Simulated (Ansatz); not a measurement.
# SeF₄: how energies converge with the basis set

An exercise on one series of results from a longer session: the logs are not shown, and one member is left open.

The runs use Ansatz 0.2.0, Gaussian basis; one geometry, several basis sets.

Levels to be run: PBE0-D4/def2-SVP; ωB97M-V/def2-SVP; PBE0-D4/def2-QZVPP; ωB97M-V/def2-QZVPP; the functionals' def2-TZVPP values are taken from earlier runs.

### The relaxed structure

The geometry comes from an earlier relaxation with PBE0-D4 in a triple-zeta def2 set; it is a stationary point.

SMILES `F[Se](F)(F)F`, 5 atoms, charge 0, spin multiplicity 1.

Atoms are counted from 1 here; the program's logs count them from 0.

Bond lengths: F1–Se2 1.691 Å, Se2–F3 1.691 Å, Se2–F4 1.774 Å, Se2–F5 1.774 Å. Angles: F1–Se2–F3 100.6°, F1–Se2–F4 86.3°, F1–Se2–F5 86.3°, F3–Se2–F4 86.3°, F3–Se2–F5 86.3°, F4–Se2–F5 168.5°.

Set-up of the first run:

Input file in.yaml:

```yaml
crystal:
  periodic: [false, false, false]
  atoms:
    - {symbol: F, position_ang: [0.360771, -0.798363, 1.121181]}
    - {symbol: Se, position_ang: [0.268407, -0.096962, -0.414522]}
    - {symbol: F, position_ang: [-0.976508, 1.020805, -0.170263]}
    - {symbol: F, position_ang: [-1.012103, -1.277702, -0.751791]}
    - {symbol: F, position_ang: [1.359423, 1.152233, 0.215395]}
basis:
  gaussian: {orbitals: def2-SVP}
hamiltonian: {xc: pbe0, dispersion: d4}
output: {orbitals: {seedname: orbitals}}
```

On the command line:

```console
> ansatz run in.yaml --threads 4 --pin off --events-out ev --progress --plain --max-ram 10444MiB
```

Among the steps run: PBE0-D4 in def2-SVP; ωB97M-V in def2-SVP; PBE0-D4 in def2-QZVPP; ωB97M-V in def2-QZVPP.

One table of the session follows, with a row left open; its other results are not shown here.

It belongs to the step «Functionals by basis». 

```
functional       basis  HOMO (eV)  LUMO (eV)
   PBE0-D4    def2-SVP          ?          ?
   PBE0-D4  def2-TZVPP     -10.26      -2.64
   PBE0-D4  def2-QZVPP     -10.33      -2.67
   ωB97M-V    def2-SVP     -12.26      -0.12
   ωB97M-V  def2-TZVPP     -12.55      -0.44
   ωB97M-V  def2-QZVPP     -12.64      -0.50
```

Estimate the missing values for PBE0-D4, def2-SVP.

As computed: HOMO (eV): -10.01; LUMO (eV): -2.42. In the column «HOMO (eV)» it is the highest.
